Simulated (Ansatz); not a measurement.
**CH6AlFOSi: a ladder of functionals and wavefunction methods**

An exercise on one series of results from a longer session: the logs are not shown, and one member is left open.

Program: Ansatz 0.2.0, Gaussian basis. Level of theory: functionals in def2-TZVPP, the program's frozen cores in correlated methods. These are calculated values, not measurements.

Plan: PBE-D4, r2SCAN-D4, PBE0-D4, B3LYP-D4, ωB97X-V, ωB97M-V, B2PLYP; CCSD(T)/def2-TZVPP; MP2/def2-QZVPP; extrapolation to the limit.

### The relaxed structure

An earlier PBE0-D4 in a triple-zeta def2 set relaxation fixed the geometry.

SMILES `[CH3][Al]([OH])[SiH2]F`, 11 atoms, charge 0, spin multiplicity 1.

Atoms are counted from 1 here; the program's logs count them from 0.

Bond lengths: C1–Al2 1.942 Å, C1–H6 1.093 Å, C1–H7 1.095 Å, C1–H8 1.095 Å, Al2–O3 1.699 Å, Al2–Si4 2.473 Å, O3–H9 0.956 Å, Si4–F5 1.618 Å, Si4–H10 1.493 Å, Si4–H11 1.493 Å. Angles: Al2–C1–H6 111.4°, Al2–C1–H7 111.3°, Al2–C1–H8 111.3°, H6–C1–H7 108.0°, H6–C1–H8 108.0°, H7–C1–H8 106.6°, C1–Al2–O3 118.3°, C1–Al2–Si4 125.2°, O3–Al2–Si4 116.5°, Al2–O3–H9 122.7°, Al2–Si4–F5 108.7°, Al2–Si4–H10 114.0°, Al2–Si4–H11 114.0°, F5–Si4–H10 106.8°, F5–Si4–H11 106.8°, H10–Si4–H11 106.1°.

As a file:

```mol
CH6AlFOSi
  3D, bonds by distance, orders not assigned

 11 10  0  0  0  0  0  0  0  0999 V2000
   -1.3665    0.1299    1.5412 C   0  0
   -0.0071    0.5323    0.2140 Al  0  0
    0.6010    2.1174    0.1386 O   0  0
    0.9302   -1.0889   -1.4008 Si  0  0
    2.0316   -0.3340   -2.3149 F   0  0
   -1.6162    1.0116    2.1364 H   0  0
   -1.0336   -0.6577    2.2248 H   0  0
   -2.2860   -0.2330    1.0707 H   0  0
    1.2709    2.3841   -0.4897 H   0  0
   -0.0797   -1.6690   -2.3344 H   0  0
    1.6206   -2.2497   -0.7653 H   0  0
  1  2  8  0
  2  3  8  0
  2  4  8  0
  4  5  8  0
  1  6  8  0
  1  7  8  0
  1  8  8  0
  3  9  8  0
  4 10  8  0
  4 11  8  0
M  END
```

The first run:

in.yaml reads:

```yaml
crystal:
  periodic: [false, false, false]
  atoms:
    - {symbol: C, position_ang: [-1.366536, 0.129922, 1.541160]}
    - {symbol: Al, position_ang: [-0.007054, 0.532302, 0.214048]}
    - {symbol: O, position_ang: [0.600970, 2.117450, 0.138645]}
    - {symbol: Si, position_ang: [0.930247, -1.088876, -1.400823]}
    - {symbol: F, position_ang: [2.031603, -0.333995, -2.314898]}
    - {symbol: H, position_ang: [-1.616153, 1.011592, 2.136448]}
    - {symbol: H, position_ang: [-1.033557, -0.657655, 2.224783]}
    - {symbol: H, position_ang: [-2.285997, -0.233022, 1.070656]}
    - {symbol: H, position_ang: [1.270850, 2.384128, -0.489705]}
    - {symbol: H, position_ang: [-0.079670, -1.668979, -2.334360]}
    - {symbol: H, position_ang: [1.620596, -2.249666, -0.765254]}
basis:
  gaussian: {orbitals: def2-TZVPP}
hamiltonian: {xc: pbe, dispersion: d4}
output: {forces: true, orbitals: {seedname: orbitals}}
```

On the command line:

```
ansatz run in.yaml --threads 4 --pin off --events-out ev --progress --plain --max-ram 10444MiB
```

Among the steps run: PBE-D4 (GGA); r2SCAN-D4 (meta-GGA); PBE0-D4 (hybrid); B3LYP-D4 (hybrid); ωB97X-V (range-separated); ωB97M-V (range-separated); B2PLYP (double hybrid); CCSD(T) in def2-TZVPP; MP2 in def2-QZVPP.

One of the session's tables, all rows but one given; the rest of the session is left out.

| method | atomisation energy (eV) |
| --- | --- |
| PBE-D4 | 40.830 |
| r2SCAN-D4 | 40.708 |
| PBE0-D4 | 40.208 |
| B3LYP-D4 | 40.457 |
| ωB97X-V | 40.750 |
| ωB97M-V | 40.645 |
| B2PLYP | 40.157 |
| HF/def2-TZVPP | 30.254 |
| MP2/def2-TZVPP | 40.329 |
| CCSD/def2-TZVPP | 39.181 |
| CCSD(T)/def2-TZVPP | ? |
| MP2/CBS | 41.454 |
| CCSD(T)/CBS | 40.804 |

Estimate the missing values for CCSD(T)/def2-TZVPP.

The run gave: atomisation energy (eV): 39.679. In the column «atomisation energy (eV)» it lies between CCSD/def2-TZVPP (39.181) and B2PLYP (40.157).
